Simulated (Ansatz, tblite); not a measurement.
# Ge(NCS)H3 (CH3GeNS): one state, many levels

The task here is to estimate one member of a computed series from the others.

Method: as each input shows; program: Ansatz 0.2.0, Gaussian basis.

The runs, in order: GFN1-xTB, GFN2-xTB, PBE-D4/def2-TZVP, r2SCAN-D4/def2-TZVP, BHLYP-D4/def2-TZVP, r2SCANh-D4/def2-TZVP, revPBE-D4/def2-TZVP, PBE-QIDH/def2-TZVP, LDA/def2-TZVP, r2SCAN0-D4/def2-TZVP, CAM-B3LYP-D4/def2-TZVP, PBE-D4/def2-SVP, PBE0-D4/def2-SVP, HF/STO-3G, HF/6-31G, B3LYP-D4/6-31G, PBE0-D4/def2-TZVPD, PBE-D4/def2-TZVPD, r2SCAN-D4/def2-TZVPD, CCSD(T)/def2-TZVPP, MP2/def2-TZVP, RPA/def2-TZVP.

## The relaxed structure

The geometry is that of the singlet, from an earlier relaxation (PBE-D4/def2-SVP).

7 atoms, charge 0, spin multiplicity 1.

Bond lengths: Ge1–N2 1.833 Å, Ge1–H5 1.546 Å, Ge1–H6 1.546 Å, Ge1–H7 1.546 Å, N2–C3 1.206 Å, C3–S4 1.589 Å. Angles: N2–Ge1–H5 107.1°, N2–Ge1–H6 107.0°, N2–Ge1–H7 107.0°, H5–Ge1–H6 111.8°, H5–Ge1–H7 111.8°, H6–Ge1–H7 111.8°, Ge1–N2–C3 178.5°, N2–C3–S4 179.8°.

As a file:

```
Ge   -0.0022   -0.0008   -1.1629
N    -0.0133    0.0165    0.6695
C     0.0005    0.0051    1.8754
S     0.0147   -0.0065    3.4642
H     1.4786   -0.0015   -1.6078
H    -0.7416    1.2738   -1.6303
H    -0.7366   -1.2865   -1.6082
```

PBE0-D4/def2-TZVP was run before; its log isn't repeated, and its numbers join the tables.

The first run:

Tight binding, by tblite at 300 K electronic temperature and without a spin-polarisation term:

```python
tblite.interface.Calculator('GFN1-xTB', numbers, positions, charge=0, uhf=0).singlepoint()
```

Tight binding, by tblite at 300 K electronic temperature and without a spin-polarisation term:

```python
tblite.interface.Calculator('GFN2-xTB', numbers, positions, charge=0, uhf=0).singlepoint()
```

start.molden holds the orbitals of an earlier run on this state, given as this run's starting guess.

The input, in.yaml:

```yaml
crystal:
  periodic: [false, false, false]
  atoms:
    - {symbol: Ge, position_ang: [-0.002224, -0.000847, -1.162942]}
    - {symbol: N, position_ang: [-0.013295, 0.016505, 0.669536]}
    - {symbol: C, position_ang: [0.000485, 0.005106, 1.875435]}
    - {symbol: S, position_ang: [0.014692, -0.006546, 3.464227]}
    - {symbol: H, position_ang: [1.478558, -0.001511, -1.607771]}
    - {symbol: H, position_ang: [-0.741627, 1.273766, -1.630258]}
    - {symbol: H, position_ang: [-0.736589, -1.286474, -1.608227]}
basis:
  gaussian: {orbitals: def2-TZVP, initial_orbitals: start.molden}
hamiltonian: {xc: pbe, dispersion: d4}
scf: {omitted_lower_state_checks: [starts]}
output: {orbitals: {seedname: orbitals}}
```

The run is started by

```
> ansatz run in.yaml --threads 4 --pin off --events-out ev --progress --plain --max-ram 3916MiB
```

Among the steps run: PBE-D4/def2-TZVP; r2SCAN-D4/def2-TZVP; BHLYP-D4/def2-TZVP; r2SCANh-D4/def2-TZVP; revPBE-D4/def2-TZVP; PBE-QIDH/def2-TZVP; LDA/def2-TZVP; r2SCAN0-D4/def2-TZVP; CAM-B3LYP-D4/def2-TZVP; PBE-D4/def2-SVP; PBE0-D4/def2-SVP; HF/STO-3G; HF/6-31G; B3LYP-D4/6-31G; PBE0-D4/def2-TZVPD; PBE-D4/def2-TZVPD; r2SCAN-D4/def2-TZVPD; CCSD(T)/def2-TZVPP; MP2/def2-TZVP; RPA/def2-TZVP.

One of the session's tables, all rows but one given; the rest of the session is left out.

| level | HOMO (eV) | LUMO (eV) | gap (eV) |
| --- | --- | --- | --- |
| HF/STO-3G | -5.59 | 8.85 | 14.43 |
| HF/6-31G | -9.69 | 2.75 | 12.43 |
| LDA/def2-TZVP | -6.24 | -1.43 | 4.81 |
| PBE-D4/def2-SVP | -5.96 | -1.00 | 4.96 |
| PBE-D4/def2-TZVP | -6.10 | -1.23 | 4.87 |
| PBE-D4/def2-TZVPD | -6.14 | -1.32 | 4.82 |
| revPBE-D4/def2-TZVP | -6.05 | -1.16 | 4.89 |
| r2SCAN-D4/def2-TZVP | ? | ? | ? |
| r2SCAN-D4/def2-TZVPD | -6.38 | -1.10 | 5.29 |
| r2SCANh-D4/def2-TZVP | -6.78 | -0.72 | 6.06 |
| B3LYP-D4/6-31G | -6.86 | -0.23 | 6.64 |
| PBE0-D4/def2-SVP | -7.12 | -0.15 | 6.97 |
| PBE0-D4/def2-TZVP | -7.22 | -0.35 | 6.87 |
| PBE0-D4/def2-TZVPD | -7.25 | -0.45 | 6.79 |
| r2SCAN0-D4/def2-TZVP | -7.40 | -0.23 | 7.17 |
| BHLYP-D4/def2-TZVP | -8.18 | 0.68 | 8.86 |
| CAM-B3LYP-D4/def2-TZVP | -8.42 | 0.75 | 9.18 |

**Question.** Estimate the row for r2SCAN-D4/def2-TZVP.

Worked estimate for «HOMO (eV)». Against the share of exact exchange, r2SCANh-D4/def2-TZVP (0.1, -6.78), r2SCAN0-D4/def2-TZVP (0.25, -7.40) give a slope of -4.13 per unit share; at 0 the line stands at -6.37.

The run gave: HOMO (eV): -6.36; LUMO (eV): -1.04; gap (eV): 5.32. In «HOMO (eV)» the line misses by -0.01.
